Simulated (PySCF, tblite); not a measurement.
# C5H9BO2S: geometry, infrared bands, NMR shifts and electronic excitations, part 2 of 2

tblite 0.8.0 and PySCF 2.14.0. Atoms count from 0.

## 6. Ultraviolet spectrum: CAM-B3LYP/def2-SVPD

What the job is given:

```
{"job": {"kind": "uv", "xc": "CAM-B3LYP", "basis": "def2-SVPD", "ip": true}, "charge": 0, "multiplicity": 1}
C     -2.534524    -0.370090     0.566514
C     -1.426762     0.055670    -0.338274
S     -1.677070     0.921254    -1.695701
C     -0.042241    -0.361879     0.080870
C      0.646238    -1.224674    -0.978799
O      1.958062    -1.552723    -0.593210
B      2.672152    -0.720999     0.209860
O      2.162338     0.442141     0.694043
C      0.858472     0.845428     0.354950
H     -3.509939    -0.021978     0.207146
H     -2.352879     0.014338     1.585449
H     -2.542037    -1.471178     0.652864
H     -0.106922    -0.954681     1.010862
H      0.090716    -2.162196    -1.138405
H      0.654031    -0.672467    -1.934154
H      3.793267    -1.034276     0.518021
H      0.459306     1.450029     1.184535
H      0.877347     1.482086    -0.546192
```

Method: TDDFT CAM-B3LYP/def2-SVPD, vertical, gas phase, core orbitals frozen in the response.

The program printed:

```text
coarse grid: 15896 points
cycle   1  E = -768.6902046826  dE =  1.538e+00  |g| = 8.594e-01  |ddm| = 7.417e+00
cycle   2  E = -768.5708202264  dE =  1.194e-01  |g| = 1.187e+00  |ddm| = 2.974e+00
cycle   3  E = -768.8489464043  dE = -2.781e-01  |g| = 1.069e-01  |ddm| = 1.884e+00
cycle   4  E = -768.8509987351  dE = -2.052e-03  |g| = 6.650e-02  |ddm| = 3.073e-01
cycle   5  E = -768.8520938478  dE = -1.095e-03  |g| = 1.448e-02  |ddm| = 1.563e-01
cycle   6  E = -768.8521523002  dE = -5.845e-05  |g| = 3.864e-03  |ddm| = 3.279e-02
cycle   7  E = -768.8521570643  dE = -4.764e-06  |g| = 1.039e-03  |ddm| = 1.269e-02
final grid: 149760 points
cycle   8  E = -768.9720365865  dE = -5.294e-05  |g| = 3.542e-03  |ddm| = 1.515e-01
cycle   9  E = -768.9720355779  dE =  1.009e-06  |g| = 4.252e-03  |ddm| = 1.878e-02
cycle  10  E = -768.9720398938  dE = -4.316e-06  |g| = 6.432e-04  |ddm| = 7.911e-03
cycle  11  E = -768.9720399907  dE = -9.692e-08  |g| = 3.066e-04  |ddm| = 1.746e-03
cycle  12  E = -768.9720400143  dE = -2.360e-08  |g| = 5.666e-05  |ddm| = 7.868e-04
cycle  13  E = -768.9720400151  dE = -8.285e-10  |g| = 2.618e-05  |ddm| = 1.433e-04
converged SCF energy = -768.9720400151

Static polarisability (au): isotropic 97.692, principal 82.015 93.818 117.243

Singlet excitations
state   eV       nm        f      main configurations
  1   2.5395    488.2   0.00001   H->L 0.99
  2   5.5029    225.3   0.19461   H-1->L 0.96
  3   6.2050    199.8   0.03455   H-2->L 0.96
  4   6.2352    198.8   0.00471   H-6->L 0.45, H-4->L 0.27, H-5->L 0.24
  5   6.3004    196.8   0.06372   H->L+1 0.70, H->L+3 0.18
  6   6.5336    189.8   0.00157   H-4->L 0.61, H-6->L 0.18, H-5->L 0.09
  7   6.6386    186.8   0.10667   H-3->L 0.92
  8   6.7468    183.8   0.00356   H->L+5 0.51, H->L+2 0.26
  9   7.2309    171.5   0.02640   H->L+3 0.41, H->L+6 0.17, H->L+1 0.13
 10   7.2578    170.8   0.00151   H->L+4 0.77, H->L+9 0.14

Triplet excitations (Tamm-Dancoff, eV): 2.0900 3.1572 5.5979 6.1183
Vertical ionisation energy (delta-SCF) = 8.8510 eV
Vertical electron affinity (delta-SCF) = 0.7314 eV
```

Wall time 7.7 min (1 thread of Intel Xeon at 2.70GHz, shared host); peak memory 1.3 GiB.

Frontier orbitals and where they lie:

| orbital | eV | atoms |
| --- | --- | --- |
| HOMO−3 | -10.69 | O5 20 %, O7 19 %, C1 11 % |
| HOMO−2 | -10.12 | O5 32 %, O7 32 %, C4 8 % |
| HOMO−1 | -9.63 | S2 38 %, C1 19 %, O7 7 % |
| HOMO | -8.12 | S2 73 %, C1 11 %, C0 4 % |
| LUMO | -1.32 | S2 41 %, C1 38 %, C0 6 % |
| LUMO+1 | 0.79 | B6 20 %, C0 14 %, S2 11 % |
| LUMO+2 | 1.31 | B6 29 %, S2 21 %, O7 8 % |

With each of the 10 states as a Gaussian band of 0.4 eV half-width at 1/e, the curve within the window shown has maxima at 225 nm (ε 8,000), 192 nm (ε 7,000) L/(mol cm). Beyond the last state computed it falls off for lack of states. The curve at chosen wavelengths:

(nm, ε (L/mol/cm)): (164, 608), (183, 5202), (202, 5291), (221, 7649), (240, 3862), (259, 318), (278, 9), (297, 0), (316, 0), (335, 0), (354, 0), (373, 0), (392, 0), (411, 0), (430, 0), (449, 0), (468, 0), (487, 0), (506, 0), (525, 0), (544, 0), (563, 0), (582, 0), (601, 0), (620, 0), (639, 0)

Leading natural transition orbitals of singlet state 2: the hole lies on S2 40 %; C1 14 %; C3 7 %; the particle on C1 41 %; S2 39 %.

Leading natural transition orbitals of singlet state 1: the hole lies on S2 80 %; the particle on C1 43 %; S2 41 %.

Further results of this job:

| property | computed |
| --- | --- |
| dipole moment (D) | 2.85 |
| polarisability (Å³) | 14.48 |
| HOMO–LUMO gap (eV) | 6.79 |
| −ε(HOMO) (eV) | 8.12 |

## 7. NMR shieldings: wB97X-D/pcSseg-1

The job, as its differences from that of step 6:

```diff
@@ -1,2 +1,2 @@
-{"job": {"kind": "uv", "xc": "CAM-B3LYP", "basis": "def2-SVPD", "ip": true}, "charge": 0, "multiplicity": 1}
+{"job": {"kind": "nmr", "xc": "wB97X-D", "basis": "pcSseg-1", "pop": false}, "charge": 0, "multiplicity": 1}
 C     -2.534524    -0.370090     0.566514
```

Method: GIAO wB97X-D/pcSseg-1 NMR shielding, non-relativistic, gas phase.

The program printed:

```text
coarse grid: 15896 points
cycle   1  E = -769.0645684420  dE =  1.695e+00  |g| = 9.182e-01  |ddm| = 3.785e+00
cycle   2  E = -768.9912665829  dE =  7.330e-02  |g| = 1.156e+00  |ddm| = 1.685e+00
cycle   3  E = -769.2430310412  dE = -2.518e-01  |g| = 9.165e-02  |ddm| = 1.006e+00
cycle   4  E = -769.2446065853  dE = -1.576e-03  |g| = 5.756e-02  |ddm| = 1.251e-01
cycle   5  E = -769.2454166019  dE = -8.100e-04  |g| = 1.266e-02  |ddm| = 8.553e-02
cycle   6  E = -769.2454672277  dE = -5.063e-05  |g| = 4.201e-03  |ddm| = 1.961e-02
cycle   7  E = -769.2454733673  dE = -6.140e-06  |g| = 1.259e-03  |ddm| = 9.449e-03
final grid: 149760 points
cycle   8  E = -769.3246497658  dE = -2.114e-04  |g| = 4.857e-03  |ddm| = 4.587e-02
cycle   9  E = -769.3246544038  dE = -4.638e-06  |g| = 3.456e-03  |ddm| = 9.205e-03
cycle  10  E = -769.3246568940  dE = -2.490e-06  |g| = 1.023e-03  |ddm| = 4.740e-03
cycle  11  E = -769.3246572256  dE = -3.317e-07  |g| = 6.277e-04  |ddm| = 1.559e-03
cycle  12  E = -769.3246573279  dE = -1.022e-07  |g| = 1.201e-04  |ddm| = 8.978e-04
cycle  13  E = -769.3246573361  dE = -8.181e-09  |g| = 4.597e-05  |ddm| = 3.634e-04
cycle  14  E = -769.3246573373  dE = -1.230e-09  |g| = 1.424e-05  |ddm| = 1.510e-04
cycle  15  E = -769.3246573374  dE = -8.822e-11  |g| = 4.985e-06  |ddm| = 3.469e-05
converged SCF energy = -769.3246573374

GIAO shielding tensors (ppm)
atom      isotropic    diamagn.    paramagn.     s11        s22        s33       span
  0 C      137.364     247.583    -110.219    115.420    116.546    180.126     64.706
  1 C      -96.978     261.034    -358.012   -277.172   -157.198    143.436    420.607
  2 S     -524.995    1058.344   -1583.339  -1805.325   -453.999    684.339   2489.664
  3 C      125.258     256.731    -131.473     97.551    124.251    153.972     56.421
  4 C      114.503     246.665    -132.162     90.409    106.980    146.121     55.713
  5 O      210.011     392.984    -182.973     90.765    204.117    335.151    244.386
  6 B       78.377     197.388    -119.010     64.187     72.879     98.066     33.879
  7 O      209.410     393.128    -183.718     90.434    202.910    334.888    244.455
  8 C      114.265     246.664    -132.399     90.195    107.068    145.532     55.337
  9 H       28.322      28.587      -0.265     24.595     27.892     32.478      7.883
 10 H       28.264      29.354      -1.090     25.134     28.092     31.565      6.431
 11 H       28.273      28.923      -0.650     25.162     28.021     31.636      6.475
 12 H       27.998      36.203      -8.205     25.444     25.644     32.906      7.463
 13 H       27.662      30.447      -2.784     23.600     28.204     31.184      7.585
 14 H       27.384      31.190      -3.805     23.059     27.064     32.030      8.972
 15 H       27.314      28.302      -0.988     24.235     26.076     31.632      7.397
 16 H       27.644      30.981      -3.336     23.549     28.236     31.149      7.600
 17 H       27.456      31.414      -3.958     23.213     27.200     31.956      8.743
```

It took 1.7 min on 1 thread of Intel Xeon at 2.70GHz, shared host; peak memory 1.1 GiB.

This run: δ C1 281.5, C4 70.2, C3 59.3, C0 47.2, H15 4.07, H14 3.96 ppm (means over like atoms).

## 8. Run by run: NMR shifts

Shifts (ppm) of some atoms, chosen among heavy atoms and hydrogens apart, means over like atoms, with basis size and wall time:

| run | C1 | C4 | C3 | H15 | H12 | S2 | O5 | functions | time |
| --- | --- | --- | --- | --- | --- | --- | --- | --- | --- |
| PBE0/pcSseg-1 | 275.2 | 70.9 | 60.4 | 4.16 | 3.46 | 994 | 135.0 | 205 | 91 s |
| wB97X-D/pcSseg-1 | 281.5 | 70.2 | 59.3 | 4.07 | 3.38 | 1019 | 123.5 | 205 | 1.7 min |

## 9. Summary of results

What follows sums up all 2 parts.

| quantity | value |
| --- | --- |
| strongest single infrared mode (GFN2-xTB) | 1213 cm⁻¹, 329 km/mol |
| zero-point energy (GFN2-xTB) | 86.8 kcal/mol |
| rotational constants (main isotopes) | 2.66, 0.85, 0.84 GHz |
| 13C shifts against TMS (PBE0/pcSseg-1, means over atoms taken as alike) | 275.2, 70.9, 60.4, 47.4 ppm |
| 1H shifts against TMS (PBE0/pcSseg-1, means over atoms taken as alike) | 4.16, 3.99, 3.78, 3.46, 3.15 ppm |
| 33S shifts against CS2 (PBE0/pcSseg-1) | 994 ppm |
| 17O shifts against H2O (PBE0/pcSseg-1, means over atoms taken as alike) | 135.0 ppm |
| 11B shifts against BF3·OEt2 (PBE0/pcSseg-1) | 23.1 ppm |
| surface potential, 1st and 99th percentile | -1.24 V and 1.27 V |
| lowest singlet (CAM-B3LYP/def2-SVPD) | 2.54 eV (488 nm), f = 0.000 |
| brightest single state of those computed | state 2, 5.50 eV, f = 0.195 |
| lowest triplet | 2.09 eV |
| vertical ionisation energy (ΔSCF) | 8.85 eV |
| vertical electron affinity (ΔSCF) | 0.73 eV |
| range of the shift of S2 | 994 to 1019 ppm |

What this shows: Over 150 steps the energy fell by 2.996 eV; of the close pairs, C1–S2 changed most, 1.422 to 1.625 Å (GFN2-xTB). All 48 modes are real, so the xTB geometry is a minimum. The strongest single mode, at 1213 cm⁻¹, is spread over many atoms; the largest shares are those of B6, O5. Unscaled tight-binding wavenumbers are off by several per cent, some by more. Its intensities can rank the bands wrongly. The optimisation took 8 steps and gained 0.139 eV; among the close pairs (by a distance rule), B6–H15 changed most, from 1.156 to 1.204 Å (PBE0/def2-SVP). No frequency check was run at this level, so the end point may be a saddle. The most deshielded carbon is C1 (thiocarbonyl carbon), at 275.2 ppm: low-lying n→π* states of the double bond to the heteroatom give a large paramagnetic term (-351 ppm). At PBE0/pcSseg-1: Shielding is most anisotropic at S2 (span 2462 ppm, paramagnetic term -1557 ppm). By nearest atom (PBE0/pcSseg-1), the HOMO sits on S2 79 % and the LUMO on C1 42 %; S2 39 %. The first singlet state (HOMO→LUMO 0.99) lies at 2.54 eV and is dark; of the 10 states computed, the strongest absorption comes from state 2 at 5.50 eV. The lowest triplet lies 0.45 eV below the lowest singlet (triplets in Tamm-Dancoff, singlets in full TDDFT). ΔSCF puts the ionisation energy at 8.85 eV, 0.73 eV above −ε(HOMO). In ppm, S2 moves most: its shift spreads over 24 ppm, from 994 (PBE0/pcSseg-1) to 1019 (wB97X-D/pcSseg-1).
